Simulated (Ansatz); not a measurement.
# Strontium, hcp under PBEsol: ground state and equation of state

The plan for strontium in the hcp structure: relax it, solve it on a dense k-mesh, then scale the cell to 7 volumes from 88 to 112 % of the relaxed one and try a fit of the equation of state. Spin polarisation is left out. The k-meshes are 9×9×5 for the relaxation; 14×14×8 for the dense run; 10×10×5 for the volumes.

This is Sr in the hcp structure; at room conditions it is fcc.

Program: Ansatz 0.2.0. Level of theory: DFT PBEsol, plane waves (420 eV) with PAW, scalar-relativistic; PAW files made under PBE, frozen cores solved again for the functional. These are calculated values, not measurements.

## 1. Starting point

Symmetry: P6_3/mmc, No. 194, hexagonal system. The conventional cell has a = 4.303 Å, b = 4.303 Å, c = 7.026 Å, α = 90.00°, β = 90.00°, γ = 120.00°. Sr (site symmetry -6m2) is surrounded by 12 Sr at 4.30 Å.

As a file:

```cif
data_structure
_symmetry_space_group_name_H-M 'P 1'
_symmetry_Int_Tables_number 1
_cell_length_a 4.3025
_cell_length_b 4.3025
_cell_length_c 7.0260
_cell_angle_alpha 90.000
_cell_angle_beta 90.000
_cell_angle_gamma 120.000
_cell_volume 112.64
loop_
_atom_site_label
_atom_site_type_symbol
_atom_site_fract_x
_atom_site_fract_y
_atom_site_fract_z
_atom_site_occupancy
Sr1 Sr 0.33333 0.66667 0.25000 1
Sr2 Sr 0.66667 0.33333 0.75000 1
```

## 2. Relaxing cell and atoms

Input file input.yaml:

```yaml
crystal:
  lattice:
    - [4.3025266259, 0.0, 0.0]
    - [-2.1512633129, 3.7260973585, 0.0]
    - [0.0, 0.0, 7.0260259801]
  atoms:
    - { symbol: Sr, position: [0.3333333333, 0.6666666667, 0.25] }
    - { symbol: Sr, position: [0.6666666667, 0.3333333333, 0.75] }
hamiltonian:
  xc: pbesol
  pseudopotentials:
    kind: paw
    azcp:
      Sr: "pseudopotentials/Sr.paw.azcp"
basis:
  ecutwfc: 420
  fft_grid_basis: typed
kpoints:
  mp_grid: { grid: [9, 9, 5], shift: [0, 0, 0] }
magnetization:
  spin_polarized: false
scf:
  occupations: { method: fermi_dirac, width: 0.1 }
relax:
  max_steps: 60
  f_tol: 0.01
  cell: {}
```

The runs that follow: Dense single point; Equation of state: 88 %; Equation of state: 92 %; Equation of state: 96 %; Equation of state: 100 %; Equation of state: 104 %; Equation of state: 108 %; Equation of state: 112 %.

Q: Predict the outcome of this session. Wanted: space group; conventional cell; volume; shortest distance; gap on the mesh; relative to fcc; V₀, B₀, B₀′.

As calculated:

```
                      quantity                                   value
space group (spins left aside)                      P6_3/mmc (No. 194)
             conventional cell  a = 4.196 Å, c = 6.876 Å (c/a = 1.639)
                        volume                          52.417 Å³/atom
             shortest distance                                 4.196 Å
               gap on the mesh            none (levels filled in part)
               relative to fcc                             +5 meV/atom
                   V₀, B₀, B₀′           52.308 Å³/atom, 12.0 GPa, 3.0
```

What this shows: From the guessed start the volume shrank by 6.9 % in 5 steps. Against the reference form of strontium (fcc, computed apart with the same settings) it stands 5 meV/atom higher. No gap shows: it is a metal or semimetal at this level. The fitted modulus is 12.0 GPa, a soft solid; letting shape and positions relax at each volume could only lower it. Relaxation kept the symmetry; phonons were not checked.
